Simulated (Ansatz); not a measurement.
**SnNH5: small, medium and large basis sets**

The task here is to estimate one member of a computed series from the others.

Computed with Ansatz 0.2.0, Gaussian basis. Level: one geometry, several basis sets.

Plan: PBE0-D4/def2-SVP; ωB97M-V/def2-SVP; PBE0-D4/def2-QZVPP; ωB97M-V/def2-QZVPP; the functionals' def2-TZVPP values are taken from earlier runs.

## The geometry

An earlier PBE0-D4 in a triple-zeta def2 set relaxation fixed the geometry. Sn takes the def2 core potential; no spin-orbit term is included.

SMILES `[NH2][SnH3]`, 7 atoms, charge 0, spin multiplicity 1.

Atoms are counted from 1 here; the program's logs count them from 0.

Bond lengths: N1–Sn2 2.032 Å, N1–H3 1.012 Å, N1–H4 1.012 Å, Sn2–H5 1.704 Å, Sn2–H6 1.704 Å, Sn2–H7 1.717 Å. Angles: Sn2–N1–H3 112.9°, Sn2–N1–H4 112.9°, H3–N1–H4 107.1°, N1–Sn2–H5 105.9°, N1–Sn2–H6 105.9°, N1–Sn2–H7 113.4°, H5–Sn2–H6 112.1°, H5–Sn2–H7 109.7°, H6–Sn2–H7 109.7°.

The first run:

The input, in.yaml:

```yaml
crystal:
  periodic: [false, false, false]
  atoms:
    - {symbol: N, position_ang: [-0.499637, -1.183300, 0.116576]}
    - {symbol: Sn, position_ang: [0.136845, 0.730376, -0.135610]}
    - {symbol: H, position_ang: [-0.001830, -1.844464, -0.466461]}
    - {symbol: H, position_ang: [-0.413715, -1.504861, 1.072661]}
    - {symbol: H, position_ang: [-0.115787, 1.092762, -1.781747]}
    - {symbol: H, position_ang: [-0.836268, 1.684426, 0.887996]}
    - {symbol: H, position_ang: [1.791692, 0.957062, 0.260883]}
basis:
  gaussian: {orbitals: def2-SVP}
hamiltonian: {xc: pbe0, dispersion: d4}
output: {orbitals: {seedname: orbitals}}
```

Among the steps run: PBE0-D4 in def2-SVP; ωB97M-V in def2-SVP; PBE0-D4 in def2-QZVPP; ωB97M-V in def2-QZVPP.

One table of the session follows, with a row left open; its other results are not shown here.

It belongs to the step «Functionals by basis». 

```
functional       basis  HOMO (eV)  LUMO (eV)
   PBE0-D4    def2-SVP      -6.95       0.28
   PBE0-D4  def2-TZVPP      -7.21      -0.18
   PBE0-D4  def2-QZVPP      -7.26      -0.32
   ωB97M-V    def2-SVP      -9.26       1.98
   ωB97M-V  def2-TZVPP          ?          ?
   ωB97M-V  def2-QZVPP      -9.59       0.89
```

Estimate the missing values for ωB97M-V, def2-TZVPP.

**Answer.** HOMO (eV): -9.55; LUMO (eV): 1.20. In the column «HOMO (eV)» it lies between ωB97M-V, def2-QZVPP (-9.59) and ωB97M-V, def2-SVP (-9.26).
